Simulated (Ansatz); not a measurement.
# BeBr+ (triplet): from Hartree-Fock to the top rungs at distance Br1–Be2 = 1.854 Å, cc-pVDZ

One table from this session's results is given with a row withheld; the runs are named, their logs left out.

Method: cc-pVDZ, core rule «outside noble gas», up to 15 orbitals frozen; program: Ansatz 0.2.0, Gaussian basis.

Plan: UHF; CCSD(T) on ROHF; CCSD(T) on UHF; BCCD(T) on ROHF; CISD; CCSDT(Q) on ROHF; CCSDT(Q) on UHF; CASSCF and MRCISD+Q, 4 electrons in 4 orbitals; CASSCF and NEVPT2, 4 electrons in 4 orbitals.

39 further runs of the same task are left out: 22 for a known fault of the program, 13 that didn't finish, 4 set aside as unsound or not needed.

### The geometry

The geometry derives from a PBE0/def2-TZVP stationary point (not a proven minimum). One bond is set to the value named and the two fragments are kept rigid. No spin-orbit coupling is included. The filled d shell of Br may be among the frozen orbitals whatever the setting's name suggests; the logs give the count.

2 atoms, charge 1, spin multiplicity 3.

Atoms are counted from 1 here; the program's logs count them from 0.

Bond lengths: Br1–Be2 1.854 Å.

The first run:

File in.yaml:

```yaml
crystal:
  periodic: [false, false, false]
  atoms:
    - {symbol: Br, position_ang: [0.000000, 0.000000, 0.000000]}
    - {symbol: Be, position_ang: [0.000000, 0.000000, 1.854000]}
basis:
  gaussian: {orbitals: cc-pVDZ}
total_charge: 1
magnetization: {spin_polarized: true, initial_magnetization: 2}
hamiltonian: {xc: hf}
output: {orbitals: {seedname: orbitals}}
```

Run with:

```sh
ansatz run in.yaml --threads 1 --pin off --events-out ev --progress --plain --max-ram 2393MiB
```

Among the steps run: UHF; CCSD(T) on ROHF; CCSD(T) on UHF; BCCD(T) on ROHF; CISD; CCSDT(Q) on ROHF; CCSDT(Q) on UHF; CASSCF and MRCISD+Q, 4 electrons in 4 orbitals; CASSCF and NEVPT2, 4 electrons in 4 orbitals.

One table of the session follows, with a row left open; its other results are not shown here.

It belongs to the step «Misses and costs». 

| method | from UCCSDT(Q) (meV) |
| --- | --- |
| ROHF | +3401.8 |
| UHF | +3304.2 |
| RMP2 | +527.3 |
| UMP2 | +540.6 |
| CISD | +192.8 |
| RCCSD | +79.5 |
| UCCSD | +75.2 |
| RCCSD(T) | +18.3 |
| UCCSD(T) | +15.8 |
| BCCD(T) | +18.3 |
| RCCSDT | +6.8 |
| UCCSDT | +4.3 |
| RCCSDT(Q) | +2.4 |
| UCCSDT(Q) | 0 |
| CASSCF pair | +3146.9 |
| MRCISD pair | ? |
| MRCISD+Q pair | +8.3 |

Estimate the missing values for MRCISD pair.

**Answer.** from UCCSDT(Q) (meV): +178.9. In the column «from UCCSDT(Q) (meV)» it lies between RCCSD (+79.5) and CISD (+192.8).

Not comparable, so not listed: CASSCF and NEVPT2, 4 electrons in 4 orbitals (they don't share determinant, frozen orbitals or solution with the rows shown, or repeat one).

Caveats from the session: Restricted and unrestricted rows rest on different reference determinants; where their highest levels disagree by more than a few hundredths of an eV, they describe different states and don't form one ladder. Warnings in the runs' records: passed over end.
